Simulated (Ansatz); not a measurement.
Working through a frozen displacement of one atom of SnSe, space group P4/nmm

With Ansatz's Python interface.

The cells in order, each with its output:

**Cell 1**
```python
import warnings

import ansatz
import numpy as np
```

**Cell 2**
```python
FUNCTIONAL = 'lda'
MESH = (6, 6, 2)
OCCUPATIONS = 'fixed'
```

**Cell 3**
```python
warnings.simplefilter('ignore', ansatz.DeckWarning)
```

**Cell 4**
```python
lattice = ansatz.Lattice.of(
    [4.28533, 0.0, 0.0],
    [0.0, 4.28533, 0.0],
    [0.0, 0.0, 10.99069],
)
sites = [
    ('Sn', [0.5, 0.0, 0.37223]),
    ('Sn', [0.0, 0.5, 0.62777]),
    ('Se', [0.5, 0.0, 0.61604]),
    ('Se', [0.0, 0.5, 0.38396]),
]
cell = ansatz.Crystal(lattice=lattice)
for symbol, position in sites:
    cell = cell.atom(symbol, position)
```

**Cell 5**
```python
inverse = np.linalg.inv(np.array(cell.lattice.vectors))
home = np.array(cell.sites[2].position)
values = np.linspace(-0.05, 0.05, 5)
energies, pulls = [], []
for shift in values:
    moved = cell.move(2, to=home + shift * inverse[2])
    calculation = (
        moved.calculation()
        .functional(FUNCTIONAL)
        .kpoints(*MESH)
        .occupations(OCCUPATIONS)
        .forces()
    )
    rep = calculation.run(threads=1).report
    energies.append(rep['free_energy_ev'])
    pulls.append(rep['forces_ev_ang'][2][2])
```

**Cell 6**
```python
# the force is minus the slope of the free energy
print('shift (A)   dE (eV)   force along z (eV/A)')
for shift, e, f in zip(values, energies, pulls):
    print(f'{shift:8.3f} {e - energies[2]:10.5f} {f:12.4f}')
print(f'stiffness from energies {2 * np.polyfit(values, energies, 2)[0]:.3f}, from forces {-np.polyfit(values, pulls, 1)[0]:.3f} eV/A^2')
```
Output:
```text
shift (A)   dE (eV)   force along z (eV/A)
  -0.050    0.00578       0.2822
  -0.025    0.00087       0.1131
   0.000    0.00000      -0.0413
   0.025    0.00282      -0.1824
   0.050    0.00902      -0.3113
stiffness from energies 5.921, from forces 5.930 eV/A^2
```

The curvature of the energy gives 5.921 eV/Å² and the slope of the force 5.930 eV/Å², a positive curvature.

Caveats:
- The cell holds layers, chains or clusters in vacuum, no bulk phase.
- Points of the mesh across the vacuum add cost only.
- This cell is a computed structure, which may not be the phase found in nature.
- All periodic images of the atom move with it, so the curvature is one diagonal element of the zone-centre force constants and no normal mode; a positive value doesn't exclude soft modes in which several atoms move.
- Wall time of the script: 38 s on 1 thread of Arm Neoverse V2 (shared host), peak memory 0.51 GiB.
